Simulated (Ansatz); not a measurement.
# SiH3 (silyl radical) at UCCSD/6-31G(d) (spherical functions)

What is the electronic atomisation energy of SiH3 (silyl radical) at UCCSD/6-31G* (spherical functions)? 

The results are computed with Ansatz 0.2.0.

61 further runs of the same task are left out: 61 set aside as unsound or not needed.

## Step 1: Starting point

SiH3 has 4 atoms, charge 0, and is taken as a doublet. SMILES: `[SiH3]`. Geometry: relaxed at GFN2-xTB.

Bond lengths: Si1–H2 1.449 Å, Si1–H3 1.449 Å, Si1–H4 1.448 Å. Angles: H2–Si1–H3 115.4°, H2–Si1–H4 115.4°, H3–Si1–H4 115.3°.

## Step 2: A single-point energy at UCCSD/6-31G(d) (spherical functions)

Input file molecule.yaml:

```yaml
crystal:
  periodic: [false, false, false]
  atoms:
    - {symbol: Si, position_ang: [0.206560, -0.018900, -0.115090]}
    - {symbol: H, position_ang: [0.587110, 0.661780, 1.105640]}
    - {symbol: H, position_ang: [-0.194960, -1.401590, 0.043390]}
    - {symbol: H, position_ang: [-0.598710, 0.758710, -1.033940]}
basis:
  gaussian: {orbitals: 6-31G_st_-spherical.json}
accuracy: high
correlation: {method: ccsd, frozen_orbitals: {H: 0, Si: 5}}
magnetization: {spin_polarized: true, initial_magnetization: 1}
scf: {omitted_lower_state_checks: [cluster_reference, increment]}
```

The basis set 6-31G* is read from a file made from the Basis Set Exchange's data (not shown).

Command:

```console
ansatz run molecule.yaml --threads 1 --pin off --max-ram 2610MiB --events-out events.jsonl --progress --plain --runs-dir runs
```

The log of the run, cut to the lines that bear on the results:

```text
Warning: RAYON_NUM_THREADS=1 ignored (pool sized by the plan → 1); use --threads N
Functional definition: HF
  name "HF"
[...]
451 factors; integrals over basis functions are off by at most 3.5e-9 eV
[...]
mean field -7907.68522281 eV, -290.6020719167 hartree, gradient 4.0e-8 eV, S^2 0.756267; 0 other end points of the search recorded, 0 dependent functions left out
5 core orbitals not correlated: weight in the atoms' cores, before any rotation towards them, 1.000 or more for the frozen orbitals, at most 0.000 for the correlated occupied ones
reference -7907.68522281 eV, -290.6020719167 hartree; 4, 3 occupied and 15, 16 virtual orbitals, 451 factors
second order -1.85671767 eV of doubles, -0.00000000 eV of singles
cycle   1  -2.26858160 eV  change   -4.1e-1 eV  update   5.1e-2
[...]
cycle  19  -2.45443951 eV  change   3.2e-10 eV  update  2.5e-10
Total energy: -7910.13966232 eV, -290.6922709050 hartree
Checks for a lower state left out: cluster_reference, increment
```

Wall time 0.24 s (1 thread of Arm Neoverse V2, shared host).

## Step 3: The H atom: a single-point energy at UHF/6-31G(d) (spherical functions)

Input file in.yaml:

```yaml
crystal:
  periodic: [false, false, false]
  atoms:
    - symbol: H
      position_ang: [0.000000, 0.000000, 0.000000]
basis:
  gaussian: {orbitals: "6-31G*"}
hamiltonian: {xc: hf}
accuracy: high
magnetization: {spin_polarized: true, initial_magnetization: 1}
```

Command:

```console
ansatz run in.yaml --threads 1 --pin off --max-ram 2610MiB --events-out events.jsonl --progress --plain --runs-dir runs
```

The log of the run:

```text
Warning: RAYON_NUM_THREADS=1 ignored (pool sized by the plan → 1); use --threads N
[... 2 set-up lines as earlier in the session ...]
  exchange = exact_x
  correlation = 0
3 factors; integrals over basis functions are off by at most 5.4e-10 eV
mean field evaluation 1: about -13.5385 eV, gradient 1.4e0 eV
mean field evaluation 2: about -13.5385 eV, gradient 1.4e0 eV
mean field evaluation 4: about -13.5577 eV, gradient 3.5e-5 eV
mean field evaluation 8: about -13.5576 eV, gradient 2.4e-12 eV
mean field -13.55760813 eV, -0.4982329092 hartree, gradient 4.4e-8 eV, S^2 0.750000; 0 other end points of the search recorded, 0 dependent functions left out
reference -13.55760813 eV, -0.4982329092 hartree; 1, 0 occupied and 1, 2 virtual orbitals, 3 factors
Total energy: -13.55760813 eV, -0.4982329092 hartree
```

Wall time 0.04 s (1 thread of Arm Neoverse V2, shared host).

## Step 4: The Si atom

Input file molecule.yaml:

```yaml
crystal:
  periodic: [false, false, false]
  atoms:
    - {symbol: Si, position_ang: [0.000000, 0.000000, 0.000000]}
basis:
  gaussian:
    orbitals: 6-31G_st_-spherical.json
scf:
  omitted_lower_state_checks: [cluster_reference, increment]
correlation:
  method: ccsd
  frozen_orbitals: {Si: 5}
magnetization:
  spin_polarized: true
  initial_magnetization: 2
accuracy: high
```

The basis set 6-31G* is read from a file made from the Basis Set Exchange's data (not shown).

Run the same way, it converges to -288.88715 Eh (log not shown).

## Step 5: Summary of results

At UCCSD/6-31G* (spherical functions), 5 core orbitals frozen:

| quantity | value |
| --- | --- |
| molecule: total energy | -290.69227 Eh |
| molecule: correlation energy (5 core orbitals frozen) | -90.2 mEh |
| molecule: ⟨S²⟩ of the reference determinant | 0.756 |
| molecule: T1 diagnostic | 0.014 |
| H atom: total energy | -0.49823 Eh |
| H atom: ⟨S²⟩ | 0.750 |
| Si atom: total energy | -288.88715 Eh |
| Si atom: correlation energy (5 core orbitals frozen) | -56.1 mEh |
| Si atom: ⟨S²⟩ of the reference determinant | 2.006 |
| Si atom: T1 diagnostic | 0.010 |
| electronic atomisation energy | 8.447 eV |

Taking the molecule apart into free atoms costs 8.45 eV (195 kcal/mol), before zero-point energy and without spin-orbit coupling.
